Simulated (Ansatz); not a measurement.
Set up this calculation in Ansatz 0.2.0, as the native input.

| Item | Value |
| --- | --- |
| Task | relaxation of cell and atoms |
| Functional | PBE |
| Dispersion | D3(BJ)-ATM |
| Potentials or basis | Ansatz PAW |
| Cutoff | 420 eV (not typed: the program's choice for these potentials) |
| k mesh | 5 × 5 × 2 |
| Occupations | fermi-dirac, width 0.05 eV |
| Spin | no spin polarisation |

Crystal: Ta3AsAu2O13.

```
Ta As Au O
1.0
     6.80067   -1.92163   -0.02621
     6.80067    1.92163   -0.02621
    -1.72225    0.00000   10.37288
Ta As Au O
3 1 2 13
Direct
  0.29832 0.29832 0.63042
  0.35838 0.35838 0.00386
  0.64153 0.64153 0.99841
  0.70210 0.70210 0.36249
  0.60176 0.60176 0.63181
  0.39989 0.39989 0.36577
  0.34257 0.34257 0.80557
  0.41638 0.41638 0.55635
  0.78159 0.78159 0.59389
  0.65958 0.65958 0.20071
  0.59095 0.59095 0.43486
  0.21897 0.21897 0.41156
  0.61546 0.61546 0.82214
  0.14400 0.14400 0.64097
  0.38300 0.38300 0.17947
  0.84498 0.84498 0.35825
  0.50050 0.50050 0.00258
  0.81269 0.81269 0.99232
  0.18737 0.18737 0.00856
```

The cell was built by a generator and needn't be a form met in nature.

These files were run (other wordings do the same):

input.yaml

```yaml
crystal:
  lattice:
    - [6.80067, -1.92163, -0.02621]
    - [6.80067, 1.92163, -0.02621]
    - [-1.72225, 0.0, 10.37288]
  atoms:
    - { symbol: Ta, position: [0.29832, 0.29832, 0.63042] }
    - { symbol: Ta, position: [0.35838, 0.35838, 0.00386] }
    - { symbol: Ta, position: [0.64153, 0.64153, 0.99841] }
    - { symbol: As, position: [0.7021, 0.7021, 0.36249] }
    - { symbol: Au, position: [0.60176, 0.60176, 0.63181] }
    - { symbol: Au, position: [0.39989, 0.39989, 0.36577] }
    - { symbol: O, position: [0.34257, 0.34257, 0.80557] }
    - { symbol: O, position: [0.41638, 0.41638, 0.55635] }
    - { symbol: O, position: [0.78159, 0.78159, 0.59389] }
    - { symbol: O, position: [0.65958, 0.65958, 0.20071] }
    - { symbol: O, position: [0.59095, 0.59095, 0.43486] }
    - { symbol: O, position: [0.21897, 0.21897, 0.41156] }
    - { symbol: O, position: [0.61546, 0.61546, 0.82214] }
    - { symbol: O, position: [0.144, 0.144, 0.64097] }
    - { symbol: O, position: [0.383, 0.383, 0.17947] }
    - { symbol: O, position: [0.84498, 0.84498, 0.35825] }
    - { symbol: O, position: [0.5005, 0.5005, 0.00258] }
    - { symbol: O, position: [0.81269, 0.81269, 0.99232] }
    - { symbol: O, position: [0.18737, 0.18737, 0.00856] }
hamiltonian:
  xc: pbe
  pseudopotentials: { kind: paw }
  dispersion: d3bjatm
kpoints:
  mp_grid: { grid: [5, 5, 2] }
scf:
  occupations: { method: fermi_dirac, width: 0.05 }
output:
  forces: true
  stress: true
  eigenvalues: true
relax:
  f_tol: 0.01
  max_steps: 40
  cell: { stress_tol: 0.05 }
```

Potentials or basis: Ansatz PAW.

Launch:

```bash
$ ansatz run input.yaml --threads 8 --pin off --max-ram 20480MiB --backend cpu --events-out ev --progress --plain --runs-dir out
```

It gave:

```yaml
Relaxed_volume: 14.06 Å³/atom
Relaxed_cell: a = 7.019 Å, b = 7.019 Å, c = 10.473 Å, α = 99.34°, β = 99.34°, γ = 31.68°
Space_group_after_relaxing_to_0.05_Å: Cm (No. 8)
Energy_gained_by_relaxing: 1.2 meV/atom
Ionic_steps: 12
Pressure_after_relaxing: 0.0 GPa
Band_gap_on_the_k_mesh: none (metal or under the smearing width)
```

Caveat: the plane-wave basis is chosen anew once the cell has moved, so the energies of steps on either side of that aren't comparable; the pressure holds a Pulay correction of +0.6 GPa for the finite cutoff; pairwise dispersion overbinds metals, which lowers pressure and volume.

It took 2.1 min on 8 threads of Arm Neoverse V2 (shared host), peak memory 1.6 GiB.
